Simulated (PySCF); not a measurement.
**PBE0/def2-SVPD run of CH6NPSi (SMILES C1NP[SiH2]1)**

What is the vertical ionisation energy of CH6NPSi at PBE0/def2-SVPD? 

Program for the calculation: PySCF 2.14.0.

## 1. The molecule

CH6NPSi has 10 atoms, charge 0, and is taken as a singlet. SMILES: `C1NP[SiH2]1`. Geometry: relaxed at PBE0-D4/def2-TZVP.

Bond lengths: C1–N2 1.466 Å, N2–P3 1.737 Å, C1–Si4 1.900 Å, P3–Si4 2.263 Å, C1–H5 1.094 Å, C1–H6 1.100 Å, N2–H7 1.012 Å, P3–H8 1.446 Å, Si4–H9 1.486 Å, Si4–H10 1.487 Å. Some angles: C1–N2–P3 108.8°, N2–C1–Si4 91.6°, N2–P3–Si4 73.5°, C1–Si4–P3 77.1°, C1–N2–H7 117.6°, P3–N2–H7 119.0°, N2–C1–H5 113.0°, N2–C1–H6 113.4°, Si4–C1–H5 118.7°, Si4–C1–H6 110.6°.

## 2. A single-point energy at PBE0/def2-SVPD

Contents of job.py:

```python
from pyscf import gto, dft

mol = gto.M(
    atom=[
    ('C', (-0.518900, 0.753700, -0.280300)),
    ('N', (0.388700, 0.867200, 0.865200)),
    ('P', (0.973900, -0.716000, 1.275900)),
    ('Si', (0.382300, -0.797300, -0.907400)),
    ('H', (-0.525900, 1.647300, -0.910700)),
    ('H', (-1.554200, 0.512400, 0.003600)),
    ('H', (0.126500, 1.500500, 1.609100)),
    ('H', (-0.253100, -1.393600, 1.631500)),
    ('H', (1.493100, -0.499900, -1.848100)),
    ('H', (-0.429200, -1.925500, -1.435800)),
],
    basis='def2-svpd',
    max_memory=1860,
    verbose=3,
    charge=0,
)

myscf = dft.RKS(mol)
myscf.xc = 'pbe0'
myscf.conv_tol = 1e-10
myscf.grids.level = 4
myscf.kernel()
if not myscf.converged:
    myscf = myscf.newton().run(myscf.mo_coeff, myscf.mo_occ)

e_final = myscf.e_tot
print('E(%s) = %.9f' % ('PBE0', e_final))
```

Started as:

```console
$ OMP_NUM_THREADS=1 python job.py
```

The log of the run:

```text
converged SCF energy = -726.665670506005
E(PBE0) = -726.665670506
```

Run time: 25 s. Hardware: 1 thread of Arm Neoverse V2, shared host; peak memory 0.83 GiB.

## 3. The doublet cation

Contents of input.py:

```python
from pyscf import gto, dft

mol = gto.M(
    atom=[
    ('C', (-0.518900, 0.753700, -0.280300)),
    ('N', (0.388700, 0.867200, 0.865200)),
    ('P', (0.973900, -0.716000, 1.275900)),
    ('Si', (0.382300, -0.797300, -0.907400)),
    ('H', (-0.525900, 1.647300, -0.910700)),
    ('H', (-1.554200, 0.512400, 0.003600)),
    ('H', (0.126500, 1.500500, 1.609100)),
    ('H', (-0.253100, -1.393600, 1.631500)),
    ('H', (1.493100, -0.499900, -1.848100)),
    ('H', (-0.429200, -1.925500, -1.435800)),
],
    max_memory=1860,
    charge=1,
    spin=1,
    basis='def2-svpd',
    verbose=4,
)

mf = dft.UKS(mol)
mf.xc = 'pbe0'
mf.conv_tol = 1e-10
mf.grids.level = 4
mf.kernel()
if not mf.converged:
    mf = mf.newton().run(mf.mo_coeff, mf.mo_occ)

e_final = mf.e_tot
print('E = %.10f Eh' % e_final)
```

Started as:

```console
$ OMP_NUM_THREADS=1 python input.py
```

The log of the run:

```text
PySCF version 2.14.0

[INPUT] num. atoms = 10
[INPUT] num. electrons = 47
[INPUT] charge = 1
[INPUT] spin (= nelec alpha-beta = 2S) = 1
[INPUT] symmetry False subgroup None
[INPUT] Mole.unit = angstrom
[INPUT] Symbol           X                Y                Z      unit          X                Y                Z       unit  Magmom
[INPUT]  1 C     -0.518900000000   0.753700000000  -0.280300000000 AA   -0.980578886037   1.424286580085  -0.529690232716 Bohr   0.0
[INPUT]  2 N      0.388700000000   0.867200000000   0.865200000000 AA    0.734536544618   1.638770495223   1.634991042974 Bohr   0.0
[INPUT]  3 P      0.973900000000  -0.716000000000   1.275900000000 AA    1.840404272714  -1.353043905189   2.411101562333 Bohr   0.0
[INPUT]  4 Si     0.382300000000  -0.797300000000  -0.907400000000 AA    0.722442297421  -1.506678639116  -1.714737485430 Bohr   0.0
[INPUT]  5 H     -0.525900000000   1.647300000000  -0.910700000000 AA   -0.993806968909   3.112945844996  -1.720973581641 Bohr   0.0
[INPUT]  6 H     -1.554200000000   0.512400000000   0.003600000000 AA   -2.937012342799   0.968295666227   0.006803014048 Bohr   0.0
[INPUT]  7 H      0.126500000000   1.500500000000   1.609100000000 AA    0.239050354757   2.835534049910   3.040758307038 Bohr   0.0
[INPUT]  8 H     -0.253100000000  -1.393600000000   1.631500000000 AA   -0.478289682127  -2.633522327194   3.083088172228 Bohr   0.0
[INPUT]  9 H      1.493100000000  -0.499900000000  -1.848100000000 AA    2.821550076588  -0.944674089670  -3.492402850809 Bohr   0.0
[INPUT] 10 H     -0.429200000000  -1.925500000000  -1.435800000000 AA   -0.811070452663  -3.638667652850  -2.713268769651 Bohr   0.0

nuclear repulsion = 222.369200817234
number of shells = 60
number of NR pGTOs = 204
number of NR cGTOs = 136
basis = def2-svpd
ecp = {}

******** <class 'pyscf.dft.uks.UKS'> ********
method = UKS
initial guess = minao
damping factor = 0
level_shift factor = 0
DIIS = <class 'pyscf.scf.diis.CDIIS'>
diis_start_cycle = 1
diis_space = 8
diis_damp = 0
SCF conv_tol = 1e-10
SCF conv_tol_grad = None
SCF max_cycles = 50
direct_scf = True
direct_scf_tol = 1e-13
number electrons alpha = 24  beta = 23
XC library pyscf.dft.libxc version 7.0.0
    S. Lehtola, C. Steigemann, M. J.T. Oliveira, and M. A.L. Marques.,  SoftwareX 7, 1–5 (2018)
XC functionals = pbe0
radial grids:
    Treutler-Ahlrichs [JCP 102, 346 (1995); DOI:10.1063/1.469408] (M4) radial grids

becke partition: Becke, JCP 88, 2547 (1988); DOI:10.1063/1.454033
pruning grids: <function nwchem_prune>
grids dens level: 4
symmetrized grids: False
atomic radii adjust function: <function treutler_atomic_radii_adjust>
small_rho_cutoff = 0
Set gradient conv threshold to 1e-05
tot grids = 208728
init E= -726.950425646255
[... the frontier-level lines of each cycle are left out ...]


cycle= 1 E= -726.321691652897  delta_E= 0.629  |g|= 0.174  |ddm|= 2.74
cycle= 2 E= -726.320400074146  delta_E= 0.00129  |g|= 0.197  |ddm|= 0.72
cycle= 3 E= -726.342608658428  delta_E= -0.0222  |g|= 0.0776  |ddm|= 0.418
cycle= 4 E= -726.345700408291  delta_E= -0.00309  |g|= 0.0378  |ddm|= 0.127
cycle= 5 E= -726.346345874851  delta_E= -0.000645  |g|= 0.0105  |ddm|= 0.054
cycle= 6 E= -726.346454561716  delta_E= -0.000109  |g|= 0.00902  |ddm|= 0.028
cycle= 7 E= -726.346520987778  delta_E= -6.64e-05  |g|= 0.00573  |ddm|= 0.0228
cycle= 8 E= -726.346575381129  delta_E= -5.44e-05  |g|= 0.00382  |ddm|= 0.0293
cycle= 9 E= -726.346605510526  delta_E= -3.01e-05  |g|= 0.0021  |ddm|= 0.0254
cycle= 10 E= -726.346618142129  delta_E= -1.26e-05  |g|= 0.000728  |ddm|= 0.0219
cycle= 11 E= -726.346619872867  delta_E= -1.73e-06  |g|= 0.000124  |ddm|= 0.00998
cycle= 12 E= -726.34661991149  delta_E= -3.86e-08  |g|= 5.29e-05  |ddm|= 0.000948
cycle= 13 E= -726.346619916653  delta_E= -5.16e-09  |g|= 2.87e-05  |ddm|= 0.00031
cycle= 14 E= -726.346619917638  delta_E= -9.85e-10  |g|= 1.22e-05  |ddm|= 0.000101
cycle= 15 E= -726.346619917821  delta_E= -1.83e-10  |g|= 6.9e-06  |ddm|= 7.62e-05
cycle= 16 E= -726.34661991787  delta_E= -4.9e-11  |g|= 3.43e-06  |ddm|= 2.27e-05
Extra cycle  E= -726.346619917864  delta_E= 6.25e-12  |g|= 5.33e-06  |ddm|= 1.23e-05
converged SCF energy = -726.346619917864  <S^2> = 0.75911216  2S+1 = 2.0090915
E = -726.3466199179 Eh
```

Wall time 65 s (1 thread of Arm Neoverse V2, shared host); peak memory 0.86 GiB.

## 4. What came out

Level: PBE0/def2-SVPD.

```
                                          quantity          value
                     singlet CH6NPSi: total energy  -726.66567 Eh
                    singlet CH6NPSi: dipole moment         1.69 D
                      singlet CH6NPSi: HOMO energy       -6.67 eV
                      singlet CH6NPSi: LUMO energy       -0.36 eV
                    singlet CH6NPSi: HOMO–LUMO gap        6.31 eV
                      doublet cation: total energy  -726.34662 Eh
doublet cation: HOMO energy (highest over α and β)      -13.08 eV
 doublet cation: LUMO energy (lowest over α and β)      -10.70 eV
                              doublet cation: ⟨S²⟩          0.759
vertical ionisation energy (to the doublet cation)       8.682 eV
```

In words: Removing an electron at fixed nuclei costs 8.68 eV (200 kcal/mol). The negative HOMO energy of the first species, 6.67 eV, lies 2.01 eV below that difference. Mulliken charges (doublet cation) run from -0.22 on N2 to +0.40 on H8; in a basis this large or diffuse they mean little.
